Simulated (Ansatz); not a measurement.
Ti₃InC, space group Pm-3m: an equation of state with a fit, run with Ansatz 0.2.0, Python API.

The script, `eos_ti3inc.py`:
```python
"""Energy against volume for Ti3InC, with a fit."""

import ansatz
from ase.eos import EquationOfState
from ase.units import GPa
import numpy as np

vectors0 = np.array([
    [4.235561, 0.0, 0.0],
    [0.0, 4.235561, 0.0],
    [0.0, 0.0, 4.235561],
])
sites = [
    ("Ti", (0.5, 0.5, 0.0)),
    ("Ti", (0.5, 0.0, 0.5)),
    ("Ti", (0.0, 0.5, 0.5)),
    ("In", (0.0, 0.0, 0.0)),
    ("C", (0.5, 0.5, 0.5)),
]


def build(cell):
    crystal = ansatz.Crystal(lattice=ansatz.Lattice.of(cell))
    for symbol, position in sites:
        crystal = crystal.atom(symbol, position)
    return crystal

# scale the volume, keep shape and fractions
volumes, energies = [], []
for scale in np.linspace(0.92, 1.08, 7):
    cell = vectors0 * scale ** (1 / 3)
    model = (
        build(cell).calculation()
        .basis(38 * ansatz.Ry)
        .occupations("fermi_dirac", width=0.05)
        .functional("pbesol")
        .kpoints(6, 6, 6)
    )
    report = model.run(threads=1, backend="cpu").report
    volumes.append(abs(np.linalg.det(cell)) / len(sites))
    energies.append(report["free_energy_ev"] / len(sites))
    print(f"V = {volumes[-1]:8.4f} A^3/atom  F = {energies[-1]:.5f} eV/atom")

eos = EquationOfState(volumes, energies, eos="sj")
v0, e0, bulk = eos.fit()
print(f"V0 = {v0:.4f} A^3/atom, E0 = {e0:.5f} eV/atom, B = {bulk / GPa:.1f} GPa")
```

From its runs, with one value withheld:

| V (Å³/atom) | F less the lowest row shown (meV/atom) |
| --- | --- |
| 13.981 | 20.40 |
| 14.387 | 1.37 |
| 14.792 | ? |
| 15.197 | 0.00 |
| 15.602 | 14.52 |
| 16.008 | 37.42 |
| 16.413 | 67.58 |

What is the missing energy at 14.792 Å³ an atom?

A third-order Birch-Murnaghan fit, E = E0 + (9 V0 B0 / 16) [(t - 1)³ B' + (t - 1)² (6 - 4t)] with t = (V0/V)^(2/3), through the 6 rows shown gives V0 = 14.807 Å³, B0 = 159.3 GPa, B' = 4.18 and E0 = -4.88 meV. At V = 14.792 Å³, t = 1.00069, and the fit interpolates to -4.87 meV. The run gave -4.87 meV, a miss of 0.00 meV.

For a metal this k-point mesh is coarse: on a finer one energies can move by several to tens of meV an atom and pressures by half a GPa or more, differences at one mesh by less. This cell is a computed structure, which may not be the phase found in nature. The whole script took 46 s on 1 thread of Arm Neoverse N1, on a shared host, peak memory 0.46 GiB.
